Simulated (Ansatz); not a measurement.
# Ge5Br: what a guessed cell relaxes into, part 2 of 2

Aim: relax a trial structure of Ge5Br and see where it ends.

Ansatz 0.2.0; DFT PBE, scalar-relativistic, plane waves, PAW.

**4. Coarse relaxation, continued**

The end of the coarse run is made exact in the group found at a tolerance of 0.06 Å and reduced to its primitive cell.

Contents of input.yaml:

```yaml
crystal:
  lattice:
    - [5.6516902873, 0.0, 0.0]
    - [-2.8258451437, 4.8945073632, 0.0]
    - [0.0, 0.0, 4.6763746368]
  atoms:
    - { symbol: Ge, position: [0.3333333333, 0.6666666667, 0.5] }
    - { symbol: Ge, position: [0.0, 0.576501246, 0.0] }
    - { symbol: Ge, position: [0.576501246, 0.0, 0.0] }
    - { symbol: Ge, position: [0.423498754, 0.423498754, 0.0] }
    - { symbol: Ge, position: [0.6666666667, 0.3333333333, 0.5] }
    - { symbol: Br, position: [0.0, 0.0, 0.5] }
basis:
  ecutwfc: 420
kpoints:
  mp_grid: { grid: [6, 6, 4] }
hamiltonian:
  xc: pbe
scf:
  occupations: { method: gaussian, width: 0.1 }
  lower_state_search: "off"
output:
  forces: true
  stress: true
  eigenvalues: true
relax:
  adjacent_minimum: "off"
  f_tol: 0.04
  max_steps: 70
  cell: { stress_tol: 0.4 }
```

Started as:

```
> ansatz run input.yaml --threads 1 --pin off --max-ram 2560MiB --backend cpu --events-out ev --progress --plain --runs-dir out
```

Log, shortened:

```text
[...]
relax step   8: F+E_penalty+E_count = -24256.43716973 eV  Δ(F+E_penalty+E_count) = -1.023e-3 eV  max|allowed force component| = 3.651e-3 eV/Å  Δτ_max = 0.0000 Å  P = -0.021 GPa  Ω = 130.283 Å³  stress off target by 3.76e-2 GPa  SCF on the basis re-selected at this cell (its energy is not [...]
SCF converged after 6 iterations
Free energy (F): -24256.437170 eV
[...]
E sigma→0 (E₀):  -24256.428903 eV
[...]
    - { symbol: Ge, position: [-5.551115123125783e-17, 0.5294177924508305, 5.264611795939268e-19] }
    - { symbol: Ge, position: [0.5294177924508306, -1.7242955468442685e-18, -1.0529223591785387e-18] }
    - { symbol: Ge, position: [0.4705822075491696, 0.47058220754916963, 5.264611795846111e-19] }
    - { symbol: Ge, position: [0.6666666666666667, 0.33333333333333337, 0.5000000000000001] }
    - { symbol: Br, position: [-5.71456407804649e-19, -1.107570273893994e-20, 0.5000000000000001] }
```

Wall time 1.9 min (1 thread of Intel Xeon Platinum 8259CL at 2.50GHz (Skylake/Cascade Lake), shared host); peak memory 0.47 GiB.

**5. Final relaxation**

The end of the coarse run is made exact in the group found at a tolerance of 0.06 Å and reduced to its primitive cell.

Contents of input.yaml:

```yaml
crystal:
  lattice:
    - [5.4863586122, 0.0, 0.0]
    - [-2.7431793061, 4.7513259324, 0.0]
    - [0.0, 0.0, 4.9978978123]
  atoms:
    - { symbol: Ge, position: [0.3333333333, 0.6666666667, 0.5] }
    - { symbol: Ge, position: [0.0, 0.5294177925, 0.0] }
    - { symbol: Ge, position: [0.5294177925, 0.0, 0.0] }
    - { symbol: Ge, position: [0.4705822075, 0.4705822075, 0.0] }
    - { symbol: Ge, position: [0.6666666667, 0.3333333333, 0.5] }
    - { symbol: Br, position: [0.0, 0.0, 0.5] }
basis:
  ecutwfc: 420
kpoints:
  mp_grid: { grid: [12, 12, 8] }
hamiltonian:
  xc: pbe
scf:
  occupations: { method: gaussian, width: 0.1 }
output:
  forces: true
  stress: true
  eigenvalues: true
relax:
  adjacent_minimum: "off"
  f_tol: 0.01
  max_steps: 80
  cell: { stress_tol: 0.05 }
```

Started as:

```
> ansatz run input.yaml --threads 1 --pin off --max-ram 2560MiB --backend cpu --events-out ev --progress --plain --runs-dir out
```

Log:

```text
Warning: RAYON_NUM_THREADS=1 ignored (pool sized by the plan → 1); use --threads N
[... 9 set-up lines as earlier in the session ...]
Crystal: 6 atoms, lattice volume = 130.283 Å³
Basis set: ecut = 420 eV, 2519 PW (Γ), exchange–correlation on 80×80×72 points (8 copies of the dense FFT grid, shifted against one another)
Bands: 47, of which v1, the nominal top of the filled ones, is band 39 counted from 1 (38 counted from 0)
[... 1 set-up line as earlier in the session ...]
Space group: P-62m (ITA 189), of the structure as read, at distance tolerance 5.1e-5 Å
k-points: 95 of 1152 (time reversal used)
[... 8 set-up lines as earlier in the session ...]
SCF iter   1: F=—  HF=-24256.375776 eV  |F-HF|=—  |Δ(HF+E_count)|=         —  Δρ=1.73e-3  dr2=6.57e-3  ethr=1.77e-3  ⟨swp⟩=6.6  Hψ=16631  notcnv=0  defer=6
preconditioner: auto → LDOS  [metal: Δε(μ)=0.015 eV  Ē_g=20.869 eV  σ=0.100 eV  W_gap=0.09  n_scr=26 (ndim 8)  ℏωp=28.5 eV  f_vac=0.013  D(μ)=3.19/eV (n_scr^D=20)  β→1.0]
SCF iter   2: F=—  HF=-24256.373016 eV  |F-HF|=—  |Δ(HF+E_count)|=   2.76e-3  Δρ=7.33e-4  dr2=5.78e-4  ethr=8.54e-6  ⟨swp⟩=2.1  Hψ=8911  notcnv=0  defer=9
SCF iter   3: F=—  HF=-24256.372868 eV  |F-HF|=—  |Δ(HF+E_count)|=   1.48e-4  Δρ=4.21e-4  dr2=1.92e-4  ethr=7.51e-7  ⟨swp⟩=2.1  Hψ=7940  notcnv=0  defer=9
SCF iter   4: F=—  HF=-24256.372659 eV  |F-HF|=—  |Δ(HF+E_count)|=   2.09e-4  Δρ=7.35e-5  dr2=9.12e-6  ethr=2.49e-7  ⟨swp⟩=2.0  Hψ=7926  notcnv=0  defer=9
SCF iter   5: F=—  HF=-24256.372691 eV  |F-HF|=—  |Δ(HF+E_count)|=   3.14e-5  Δρ=1.93e-5  dr2=4.13e-7  ethr=1.18e-8  ⟨swp⟩=2.6  Hψ=7227  notcnv=0  defer=9
SCF iter   6: F=-24256.372691 eV  HF=-24256.372691 eV  |F-HF|=1.65e-9  |Δ(HF+E_count)|=   3.87e-8  Δρ=3.68e-6  dr2=1.24e-8  ethr=1.30e-10  ⟨swp⟩=9.3  Hψ=21353  notcnv=0
SCF 1 converged in 6 iterations: F = -24256.372691 eV  dr2 = 1.24e-8
relax step   1: F+E_penalty+E_count = -24256.37269056 eV  Δ(F+E_penalty+E_count) = +0.000e0 eV  max|allowed force component| = 1.160e-2 eV/Å  Δτ_max = 0.0000 Å  P = +0.070 GPa  Ω = 130.283 Å³  (6 SCF iters, dr2 threshold 1.00e-7 eV, accepted)
Crystal: 6 atoms, lattice volume = 130.432 Å³
[... 2 set-up lines as earlier in the session ...]
iter 1 solved again at ethr=2.81e-7 eV; its pass at ethr=3.10e-3 eV (dr2=2.16e-4 eV) is discarded
SCF iter   1: F=—  HF=-24256.374439 eV  |F-HF|=—  |Δ(HF+E_count)|=         —  Δρ=2.75e-4  dr2=1.99e-4  ethr=2.81e-7  ⟨swp⟩=3.0  Hψ=20217  notcnv=0
preconditioner: auto → LDOS  [metal: Δε(μ)=0.045 eV  Ē_g=20.872 eV  σ=0.100 eV  W_gap=0.24  n_scr=26 (ndim 8)  ℏωp=28.5 eV  f_vac=0.012  D(μ)=3.21/eV (n_scr^D=20)  β→1.0]
SCF iter   2: F=—  HF=-24256.374422 eV  |F-HF|=—  |Δ(HF+E_count)|=   1.71e-5  Δρ=7.93e-5  dr2=7.61e-6  ethr=2.58e-7  ⟨swp⟩=2.0  Hψ=5732  notcnv=0
SCF iter   3: F=—  HF=-24256.374422 eV  |F-HF|=—  |Δ(HF+E_count)|=   1.36e-7  Δρ=3.18e-5  dr2=1.26e-6  ethr=9.88e-9  ⟨swp⟩=2.4  Hψ=8203  notcnv=0
SCF iter   4: F=—  HF=-24256.374422 eV  |F-HF|=—  |Δ(HF+E_count)|=   7.72e-7  Δρ=1.30e-5  dr2=3.20e-7  ethr=1.63e-9  ⟨swp⟩=2.2  Hψ=8145  notcnv=0
SCF iter   5: F=-24256.374421 eV  HF=-24256.374421 eV  |F-HF|=2.80e-8  |Δ(HF+E_count)|=   1.09e-7  Δρ=4.27e-6  dr2=3.76e-8  ethr=2.65e-10  ⟨swp⟩=6.0  Hψ=15792  notcnv=0
SCF 2 converged in 5 iterations: F = -24256.374421 eV  dr2 = 3.76e-8
relax step   2: F+E_penalty+E_count = -24256.37442137 eV  Δ(F+E_penalty+E_count) = -1.731e-3 eV  max|allowed force component| = 1.008e-2 eV/Å  Δτ_max = 0.0039 Å  P = -0.015 GPa  Ω = 130.432 Å³  energy of the carried Pulay correction = -2.500e-5 eV  (5 SCF iters, dr2 threshold 2.04e-7 eV, accepted)
Crystal: 6 atoms, lattice volume = 128.371 Å³
Basis set: ecut = 420 eV, 2511 PW (Γ), exchange–correlation on 80×80×72 points (8 copies of the dense FFT grid, shifted against one another)
iter 1 solved again at ethr=1.89e-5 eV; its pass at ethr=3.10e-3 eV (dr2=1.46e-2 eV) is discarded
SCF iter   1: F=—  HF=-24256.374144 eV  |F-HF|=—  |Δ(HF+E_count)|=         —  Δρ=2.81e-3  dr2=1.42e-2  ethr=1.89e-5  ⟨swp⟩=3.0  Hψ=22052  notcnv=0
preconditioner: auto → LDOS  [metal: Δε(μ)=0.030 eV  Ē_g=20.951 eV  σ=0.100 eV  W_gap=0.17  n_scr=26 (ndim 8)  ℏωp=28.8 eV  f_vac=0.011  D(μ)=3.12/eV (n_scr^D=20)  β→1.0]
SCF iter   2: F=—  HF=-24256.370461 eV  |F-HF|=—  |Δ(HF+E_count)|=   3.68e-3  Δρ=7.41e-4  dr2=5.81e-4  ethr=1.84e-5  ⟨swp⟩=2.0  Hψ=5751  notcnv=0
SCF iter   3: F=—  HF=-24256.370602 eV  |F-HF|=—  |Δ(HF+E_count)|=   1.41e-4  Δρ=2.31e-4  dr2=4.26e-5  ethr=7.55e-7  ⟨swp⟩=2.1  Hψ=8148  notcnv=0
SCF iter   4: F=—  HF=-24256.370527 eV  |F-HF|=—  |Δ(HF+E_count)|=   7.44e-5  Δρ=9.71e-5  dr2=1.45e-5  ethr=5.53e-8  ⟨swp⟩=3.0  Hψ=8375  notcnv=0
SCF iter   5: F=—  HF=-24256.370520 eV  |F-HF|=—  |Δ(HF+E_count)|=   7.34e-6  Δρ=3.60e-5  dr2=2.04e-6  ethr=1.88e-8  ⟨swp⟩=2.0  Hψ=7999  notcnv=0
SCF iter   6: F=-24256.370518 eV  HF=-24256.370519 eV  |F-HF|=1.60e-7  |Δ(HF+E_count)|=   1.17e-6  Δρ=7.61e-6  dr2=9.39e-8  ethr=3.48e-10  ⟨swp⟩=4.8  Hψ=19845  notcnv=0
SCF 3 converged in 6 iterations: F = -24256.370518 eV  dr2 = 9.39e-8
relax step   3: F+E_penalty+E_count = -24256.37051848 eV  Δ(F+E_penalty+E_count) = +3.903e-3 eV  max|allowed force component| = 2.404e-3 eV/Å  Δτ_max = 0.0428 Å  P = +0.825 GPa  Ω = 128.371 Å³  energy of the carried Pulay correction = +3.220e-4 eV  (6 SCF iters, dr2 threshold 2.68e-7 eV, rejected (line search))
[... 13 lines left out ...]
relax step   4: F+E_penalty+E_count = -24256.37967865 eV  Δ(F+E_penalty+E_count) = -5.257e-3 eV  max|allowed force component| = 2.059e-3 eV/Å  Δτ_max = 0.0229 Å  P = -0.168 GPa  Ω = 130.591 Å³  energy of the carried Pulay correction = -5.146e-5 eV  (8 SCF iters, accepted)
[... 11 lines left out ...]
relax step   5: F+E_penalty+E_count = -24256.37884925 eV  Δ(F+E_penalty+E_count) = +8.294e-4 eV  max|allowed force component| = 3.198e-3 eV/Å  Δτ_max = 0.0199 Å  P = +0.241 GPa  Ω = 129.615 Å³  energy of the carried Pulay correction = +1.118e-4 eV  (6 SCF iters, dr2 threshold 3.85e-7 eV, rejected (line search))
[... 13 lines left out ...]
relax step   6: F+E_penalty+E_count = -24256.38182958 eV  Δ(F+E_penalty+E_count) = -2.151e-3 eV  max|allowed force component| = 3.830e-4 eV/Å  Δτ_max = 0.0003 Å  P = +0.071 GPa  Ω = 130.018 Å³  energy of the carried Pulay correction = +4.433e-5 eV  (8 SCF iters, accepted)
[... 10 lines left out ...]
relax step   7: F+E_penalty+E_count = -24256.38182642 eV  Δ(F+E_penalty+E_count) = +3.162e-6 eV  max|allowed force component| = 3.019e-4 eV/Å  Δτ_max = 0.0057 Å  P = -0.018 GPa  Ω = 130.274 Å³  energy of the carried Pulay correction = +1.491e-6 eV  (5 SCF iters, dr2 threshold 1.35e-8 eV, accepted)
[... 1 set-up line as earlier in the session ...]
iter 1 solved again at ethr=1.18e-7 eV; its pass at ethr=3.10e-3 eV (dr2=9.06e-5 eV) is discarded
SCF iter   1: F=—  HF=-24256.374494 eV  |F-HF|=—  |Δ(HF+E_count)|=         —  Δρ=7.60e-4  dr2=1.78e-5  ethr=1.18e-7  ⟨swp⟩=3.9  Hψ=27406  notcnv=0
preconditioner: auto → LDOS  [metal: Δε(μ)=0.043 eV  Ē_g=20.891 eV  σ=0.100 eV  W_gap=0.24  n_scr=26 (ndim 8)  ℏωp=28.5 eV  f_vac=0.012  D(μ)=3.19/eV (n_scr^D=20)  β→1.0]
SCF iter   2: F=—  HF=-24256.381821 eV  |F-HF|=—  |Δ(HF+E_count)|=   7.33e-3  Δρ=2.59e-5  dr2=2.11e-6  ethr=2.31e-8  ⟨swp⟩=2.7  Hψ=5842  notcnv=0
SCF iter   3: F=—  HF=-24256.381819 eV  |F-HF|=—  |Δ(HF+E_count)|=   1.61e-6  Δρ=9.27e-6  dr2=1.07e-7  ethr=2.74e-9  ⟨swp⟩=2.0  Hψ=5759  notcnv=0
SCF iter   4: F=—  HF=-24256.381819 eV  |F-HF|=—  |Δ(HF+E_count)|=   2.61e-7  Δρ=5.19e-6  dr2=3.49e-8  ethr=1.39e-10  ⟨swp⟩=2.5  Hψ=8217  notcnv=0
SCF iter   5: F=—  HF=-24256.381819 eV  |F-HF|=—  |Δ(HF+E_count)|=   2.68e-8  Δρ=1.41e-6  dr2=2.19e-9  ethr=4.54e-11  ⟨swp⟩=2.0  Hψ=8134  notcnv=0
SCF iter   6: F=—  HF=-24256.381819 eV  |F-HF|=—  |Δ(HF+E_count)|=  6.48e-10  Δρ=3.01e-7  dr2=1.32e-10  ethr=2.84e-12  ⟨swp⟩=2.6  Hψ=8219  notcnv=0
SCF iter   7: F=-24256.381819 eV  HF=-24256.381819 eV  |F-HF|=1.46e-11  |Δ(HF+E_count)|=  1.13e-10  Δρ=8.76e-8  dr2=1.37e-11  ethr=1.00e-12  ⟨swp⟩=5.6  Hψ=15370  notcnv=0
SCF 8 converged in 7 iterations: F = -24256.381819 eV  dr2 = 1.37e-11
relax step   8: F+E_penalty+E_count = -24256.38181916 eV  Δ(F+E_penalty+E_count) = +7.256e-6 eV  max|allowed force component| = 3.187e-4 eV/Å  Δτ_max = 0.0000 Å  P = -0.016 GPa  Ω = 130.274 Å³  stress off target by 2.03e-2 GPa  SCF on the basis re-selected at this cell (its energy is not comparable with the rows above)  (7 SCF iters)
basis re-selected at this cell: Δ(F+E_penalty+E_count) = +7.256e-6 eV, ΔP = +0.002 GPa vs the last step (what re-selecting the basis moved, of the pressure what is left beyond the Pulay correction that the steps carried, after the strain that the cell walked since its last selection, with what the two solves' SCF thresholds leave and, on support functions, any second-order correction that the steps lacked; it is no measure of the basis error at this ecutwfc). This SCF's stress stands 2.03e-2 GPa from its target on what of the cell is left free (relax.cell.stress_tol is 5.00e-2 GPa) and its largest allowed force component is 3.19e-4 eV/Å (relax.f_tol is 1.00e-2 eV/Å): within both
SCF converged after 7 iterations
Free energy (F): -24256.381819 eV
Harris-Foulkes:  -24256.381819 eV  (|F-HF|=1.46e-11)
Internal energy: -24256.365849 eV  (E = F + TS)
E sigma→0 (E₀):  -24256.373834 eV
Entropy (-TS):   -0.015970 eV (-2.662 meV/atom)
Fermi energy:    8.628178 eV
--- Per-component energies (eV) ---
  E_band       = -712.908094
  E_kinetic    = 680.940000
  E_local      = -12319.847507  (includes V_loc(G=0)·N_el)
  E_nonlocal   = 2145.019606
  E_hartree    = 5372.620099
  E_xc         = -639.849511
  E_vxc        = -422.677603  (∫ρ·V_xc dr)
  E_paw        = -12327.290484  (= ΣΔE_a)
  E_vpaw       = -1541.584368  (= ΣTr[D̂ρ^β])
  E_aug_tail   = 0.001452  (compensation charges beyond the density's cutoff)
  E_ewald      = -7167.959503
  E_smearing   = -0.015970  (= −TS)
  E_closure    = -0.000000  (closes the sum)
  Σ components = -24256.381819   (vs F -24256.381819, Δ=0.00e0)
--- Forces (eV/Å), atoms counted from 1 ---
  atom   1  Ge     0.00000000    -0.00000000     0.00000000
  atom   2  Ge     0.00015933    -0.00027597     0.00000000
  atom   3  Ge    -0.00031866     0.00000000     0.00000000
  atom   4  Ge     0.00015933     0.00027597     0.00000000
  atom   5  Ge     0.00000000     0.00000000    -0.00000000
  atom   6  Br     0.00000000    -0.00000000    -0.00000000
  max |Σ_I F_I| component: 4.39e-17 eV/Å
--- Stress (GPa, compression-positive) ---
       -0.020341      -0.000000      -0.000000
       -0.000000      -0.020341      -0.000000
       -0.000000      -0.000000      -0.008318
  P = ⅓ Tr σ = -0.0163 GPa (-0.163 kbar)
--- Band table (eV; the first three rows and the last of 95) ---
  k-point 0: bands = ["-16.1465", "-16.1465", "-16.1342", "-16.1315", "-16.1315", "-16.1278", "-16.1278", "-16.1243", "-16.1243", "-16.1053", "-15.9947", "-15.9759", "-15.9759", "-15.9574", "-15.9240", "-15.9154", "-15.9154", "-15.8909", "-15.8909", "-15.8884", "-15.8695", "-15.8695", "-15.8404", "-15.8404", "-15.8081", "-6.3447", "-3.0736", "1.0046", "2.0981", "2.0981", "2.2350", "3.7027", "4.3216", "4.3216", "6.5850", "6.8277", "7.9357", "7.9357", "8.8029", "8.8550", "8.8550", "9.7986", "9.7986", "12.3435", "13.0242", "13.0242", "14.5185"]
  k-point 1: bands = ["-16.1461", "-16.1461", "-16.1326", "-16.1300", "-16.1300", "-16.1282", "-16.1282", "-16.1252", "-16.1252", "-16.1105", "-15.9952", "-15.9762", "-15.9762", "-15.9521", "-15.9247", "-15.9163", "-15.9163", "-15.8895", "-15.8895", "-15.8884", "-15.8706", "-15.8706", "-15.8400", "-15.8400", "-15.8082", "-6.3293", "-3.0154", "1.1002", "1.4280", "2.1673", "2.1673", "4.3868", "4.3868", "4.6484", "5.8611", "6.7998", "7.6295", "7.6295", "8.0341", "8.0341", "9.6959", "10.9305", "10.9305", "12.5966", "12.8055", "12.8055", "15.1265"]
  k-point 2: bands = ["-16.1452", "-16.1452", "-16.1318", "-16.1318", "-16.1285", "-16.1285", "-16.1285", "-16.1224", "-16.1224", "-16.1218", "-15.9967", "-15.9768", "-15.9768", "-15.9404", "-15.9264", "-15.9191", "-15.9191", "-15.8883", "-15.8864", "-15.8864", "-15.8733", "-15.8733", "-15.8390", "-15.8390", "-15.8083", "-6.2919", "-2.8454", "0.3651", "1.3808", "2.3565", "2.3565", "4.5645", "4.5645", "4.7385", "5.7574", "6.6935", "6.6935", "7.1732", "7.4600", "7.4600", "11.3035", "12.3376", "12.3376", "12.7864", "12.7864", "13.1912", "15.2886"]
  k-point 94: bands = ["-16.1551", "-16.1434", "-16.1434", "-16.1388", "-16.1272", "-16.1272", "-16.1193", "-16.1193", "-16.1173", "-16.1148", "-15.9529", "-15.9529", "-15.9477", "-15.9159", "-15.9159", "-15.9140", "-15.9071", "-15.9071", "-15.8939", "-15.8939", "-15.8933", "-15.8869", "-15.8561", "-15.8561", "-15.8545", "-6.1335", "-0.9773", "-0.9773", "-0.2183", "-0.2183", "1.7423", "5.5718", "5.6954", "5.6954", "5.8028", "7.3192", "7.3192", "9.6121", "9.6121", "9.8846", "11.8470", "11.8470", "12.4050", "12.6448", "12.6448", "12.7454", "12.9620"]
--- Relaxed structure (7 steps of the walk, 5 accepted, 1 SCFs on fresh bases) ---
  F+E_penalty+E_count = -24256.38181916 eV   max|allowed force component| = 3.187e-4 eV/Å   (the final SCF, on the basis selected at the relaxed cell)
  cell:  # Å, volume = 130.2737 Å³
    - [5.5711115586346445, 1.7369259438998153e-34, 1.5037734321905397e-18]
    - [-2.7855557793173222, 4.824724137094721, -7.518867160952688e-19]
    - [1.369889662381231e-18, 1.1075989179984672e-33, 4.84665736479069]
  atoms:
    - { symbol: Ge, position: [0.3333333333333333, 0.6666666666666667, 0.5] }
    - { symbol: Ge, position: [1.1102230246251565e-16, 0.5332121366950818, 3.8535635678332495e-20] }
    - { symbol: Ge, position: [0.5332121366950816, 6.260208523417527e-34, -7.707127135666396e-20] }
    - { symbol: Ge, position: [0.4667878633049183, 0.4667878633049183, 3.853563567833265e-20] }
    - { symbol: Ge, position: [0.6666666666666666, 0.3333333333333333, 0.5] }
    - { symbol: Br, position: [-3.952356195159015e-20, 1.0854127430866354e-33, 0.5] }
```

Wall time 8.3 min (1 thread of Intel Xeon Platinum 8259CL at 2.50GHz (Skylake/Cascade Lake), shared host); peak memory 0.72 GiB.

Step by step:

| step | energy from step 1 (eV/cell) | largest force component (eV/Å) | pressure (GPa) | volume (Å³) |
| --- | --- | --- | --- | --- |
| 1 | 0.0000 | 0.0116 | 0.07 | 130.28 |
| 2 | -0.0017 | 0.0101 | -0.02 | 130.43 |
| 3 | 0.0022 | 0.0024 | 0.83 | 128.37 |
| 4 | -0.0070 | 0.0021 | -0.17 | 130.59 |
| 5 | -0.0062 | 0.0032 | 0.24 | 129.62 |
| 6 | -0.0091 | 0.0004 | 0.07 | 130.02 |
| 7 | -0.0091 | 0.0003 | -0.02 | 130.27 |
| 8 | -0.0091 | 0.0003 | -0.02 | 130.27 |

Step 1 is the start. Step 8 repeats the geometry before it on a plane-wave basis chosen anew for that cell, so its energy need not be comparable with the rows above. Steps 3, 5 were tried and not accepted.

|  | before | after | change |
| --- | --- | --- | --- |
| a (Å) | 5.486 | 5.571 | +1.5 % |
| b (Å) | 5.486 | 5.571 | +1.5 % |
| c (Å) | 4.998 | 4.847 | -3.0 % |
| volume (Å³/atom) | 21.71 | 21.71 | 0.0 % |
| shortest distance (Å) | 2.757 | 2.804 | +1.7 % |
| space group (0.01 Å) | P-62m | P-62m | same |

The run keeps the 12 symmetry operations of the start, so it could not have lowered the symmetry.

**6. Changed: mp_grid.grid [6, 6, 4], occupations.method methfessel_paxton, accuracy low, ecutwfc left out**

Contents of input.yaml:

```yaml
crystal:
  lattice:
    - [5.5711115586, 0.0, 0.0]
    - [-2.7855557793, 4.8247241371, 0.0]
    - [0.0, 0.0, 4.8466573648]
  atoms:
    - { symbol: Ge, position: [0.3333333333, 0.6666666667, 0.5] }
    - { symbol: Ge, position: [0.0, 0.5332121367, 0.0] }
    - { symbol: Ge, position: [0.5332121367, 0.0, 0.0] }
    - { symbol: Ge, position: [0.4667878633, 0.4667878633, 0.0] }
    - { symbol: Ge, position: [0.6666666667, 0.3333333333, 0.5] }
    - { symbol: Br, position: [0.0, 0.0, 0.5] }
kpoints:
  mp_grid: { grid: [6, 6, 4] }
hamiltonian:
  xc: pbe
scf:
  occupations: { method: methfessel_paxton, width: 0.1 }
output:
  forces: true
  eigenvalues: true
  stress: true
accuracy: low
```

Started as:

```
> ansatz run input.yaml --threads 1 --pin off --max-ram 2560MiB --backend cpu --events-out ev --progress --plain --runs-dir out
```

Log, shortened:

```text
Warning: RAYON_NUM_THREADS=1 ignored (pool sized by the plan → 1); use --threads N
[...]
[... 4 set-up lines as earlier in the session ...]
[...]
Crystal: 6 atoms, lattice volume = 130.274 Å³
[...]
  atom   3  Ge     0.01059179    -0.00000000     0.00000000
  atom   4  Ge    -0.00529589    -0.00917276     0.00000000
  atom   5  Ge    -0.00000000    -0.00000000     0.00000000
  atom   6  Br     0.00000000     0.00000000     0.00000000
[...]
--- Stress (GPa, compression-positive) ---
       -0.814648       0.000000       0.000000
        0.000000      -0.814648       0.000000
        0.000000       0.000000       1.739059
  P = ⅓ Tr σ = 0.0366 GPa (0.366 kbar)
--- Band table (eV; the first three rows and the last of 21) ---
[...]
```

It took 12 s on 1 thread of Intel Xeon Platinum 8259CL at 2.50GHz (Skylake/Cascade Lake), shared host; peak memory 0.44 GiB.

| run | ending | energy change | pressure (GPa) | gap (eV) | force (eV/Å) | cycles | time |
| --- | --- | --- | --- | --- | --- | --- | --- |
| step 5 | converged | 0 | 0.0 | 0.00 | 0.00 | - | 8.3 min |
| variant | converged | -3.0 meV/atom (σ→0) | 0.0 | 0.00 | 0.01 | 7 | 12 s |

Changing the k-point mesh, smearing and accuracy level moves the energy by -3.0 meV/atom (σ→0 values). More than one kind of setting changed, and this run alone doesn't tell their shares apart.

**7. What came out**

This closing draws on all 2 parts. Changes of volume or cell count from the first structure of part 1.

```
                              quantity                                                                       value
symmetry at the end (tolerance 0.05 Å)                                                 space group P-62m (No. 189)
                     conventional cell  a = 5.571 Å, b = 5.571 Å, c = 4.847 Å, α = 90.00°, β = 90.00°, γ = 120.00°
                                volume                                                               21.71 Å³/atom
              energy over the elements                                                               +0.29 eV/atom
                       gap on the mesh                                                                none (metal)
```

The space group P-62m (No. 189) is kept, and the volume per atom shrinks by 17.9 % from the first guess. With a positive formation energy it can't be a ground state. No finished test with a distortion of lower symmetry is shown, so the end may be a saddle point. Spin polarisation is off in the runs that give these values; a magnetic solution could lie lower.
